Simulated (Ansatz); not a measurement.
# H on C (001)

The task, for C: find where and how strongly H adsorbs.

Program: Ansatz 0.2.0. Level of theory: DFT PBE+D3(BJ), scalar-relativistic, plane waves, PAW. These are calculated values, not measurements.

3 further runs of the same task are left out: 3 set aside as unsound or not needed.

**1. The structure to begin with**

It takes space group P-6m2 (No. 187, hexagonal). Conventional cell: a = 2.465 Å, b = 2.465 Å, c = 23.744 Å, α = 90.00°, β = 90.00°, γ = 120.00°. C (site symmetry 3m) is surrounded by 3 C at 1.42 Å. Around C (site symmetry -6m2) lie 3 C at 1.42 Å.

Structure file:

```
CELL_PARAMETERS angstrom
4.92995 0.00000 0.00000
-2.46497 4.26946 0.00000
0.00000 0.00000 23.74417
ATOMIC_POSITIONS crystal
C 0.00000 0.00000 0.35798
C 0.00000 0.50000 0.35798
C 0.50000 0.00000 0.35798
C 0.50000 0.50000 0.35798
C 0.16667 0.33333 0.35798
C 0.16667 0.83333 0.35798
C 0.66667 0.33333 0.35798
C 0.66667 0.83333 0.35798
C 0.00000 0.00000 0.50000
C 0.00000 0.50000 0.50000
C 0.50000 0.00000 0.50000
C 0.50000 0.50000 0.50000
C 0.33333 0.16667 0.50000
C 0.33333 0.66667 0.50000
C 0.83333 0.16667 0.50000
C 0.83333 0.66667 0.50000
C 0.00000 0.00000 0.64202
C 0.00000 0.50000 0.64202
C 0.50000 0.00000 0.64202
C 0.50000 0.50000 0.64202
C 0.16667 0.33333 0.64202
C 0.16667 0.83333 0.64202
C 0.66667 0.33333 0.64202
C 0.66667 0.83333 0.64202
```

Miller indices refer to the conventional cell of the relaxed bulk, P6_3/mmc (No. 194): a = 2.465 Å, b = 2.465 Å, c = 6.744 Å, α = 90.00°, β = 90.00°, γ = 120.00°.

This (001) slab, 6.7 Å thick as cut, with 17 Å of vacuum, in a 2×2 surface cell; its outer planes are C (top) and C (bottom), was relaxed beforehand with its lower half held: -6025.5134 eV, work function 4.28 eV, gap on the mesh 7 meV, too small against the smearing to count.

**2. H put at a top (C) site**

The input, input.yaml:

```yaml
crystal:
  lattice:
    - [4.9299480855, 0.0, 0.0]
    - [-2.4649740427, 4.2694602813, 0.0]
    - [0.0, 0.0, 25.7441729792]
  atoms:
    - { symbol: C, position: [0.0, 0.0, 0.3301718026] }
    - { symbol: C, position: [0.0, 0.5, 0.3301718026] }
    - { symbol: C, position: [0.5, 0.0, 0.3301718026] }
    - { symbol: C, position: [0.5, 0.5, 0.3301718026] }
    - { symbol: C, position: [0.1666666667, 0.3333333333, 0.3301718026] }
    - { symbol: C, position: [0.1666666667, 0.8333333333, 0.3301718026] }
    - { symbol: C, position: [0.6666666667, 0.3333333333, 0.3301718026] }
    - { symbol: C, position: [0.6666666667, 0.8333333333, 0.3301718026] }
    - { symbol: C, position: [0.0, 0.0, 0.4611562585] }
    - { symbol: C, position: [0.0, 0.5, 0.4611562585] }
    - { symbol: C, position: [0.5, 0.0, 0.4611562585] }
    - { symbol: C, position: [0.5, 0.5, 0.4611562585] }
    - { symbol: C, position: [0.3333333333, 0.1666666667, 0.4611562585] }
    - { symbol: C, position: [0.3333333333, 0.6666666667, 0.4611562585] }
    - { symbol: C, position: [0.8333333333, 0.1666666667, 0.4611562585] }
    - { symbol: C, position: [0.8333333333, 0.6666666667, 0.4611562585] }
    - { symbol: C, position: [0.0, 0.0, 0.5921407144] }
    - { symbol: C, position: [0.0, 0.5, 0.5921407144] }
    - { symbol: C, position: [0.5, 0.0, 0.5921407144] }
    - { symbol: C, position: [0.5, 0.5, 0.5921407144] }
    - { symbol: C, position: [0.1666666667, 0.3333333333, 0.5921407144] }
    - { symbol: C, position: [0.1666666667, 0.8333333333, 0.5921407144] }
    - { symbol: C, position: [0.6666666667, 0.3333333333, 0.5921407144] }
    - { symbol: C, position: [0.6666666667, 0.8333333333, 0.5921407144] }
    - { symbol: H, position: [0.6666666667, 0.8333333333, 0.6340919552] }
basis:
  ecutwfc: 420
kpoints:
  mp_grid: { grid: [6, 6, 1] }
hamiltonian:
  xc: pbe
  dispersion: d3bj
scf:
  occupations: { method: gaussian, width: 0.1 }
output:
  forces: true
  eigenvalues: true
  write_density: true
  write_potential: true
  elf: true
  volumetric_format: npy
relax:
  adjacent_minimum: "off"
  f_tol: 0.03
  max_steps: 70
  constraints: [{ sites: [0, 1, 2, 3, 4, 5, 6, 7] }]
efield:
  axis: 3
  dipole_correction: true
```

Run with:

```sh
$ ansatz run input.yaml --threads 2 --pin off --max-ram 5120MiB --backend cpu --events-out ev --progress --plain --runs-dir out
```

The session goes on with these runs: start: H, hollow (nearest C); start: H, bridge (C-C).

Q: Predict the outcome of this session. Wanted: H: lowest end.

**Answer**, as computed:

| quantity | value |
| --- | --- |
| H: lowest end | E_ads -0.72 eV, from the hollow (nearest C) start, 1 bonded, -2.16 Å high |

The strongest binding of H is 0.72 eV, a moderate chemical bond when counted from the free atom, not from the element's molecule or solid; the ends span 0.02 eV. The adsorbate has gone 2.2 Å under the highest slab atom, into the surface. The slab runs have no spin polarisation, while the free adsorbate has its spin; a moment that survived on the surface would lower E_ads. A start on a symmetric site keeps its symmetry, so an end may be a saddle point and not a minimum.
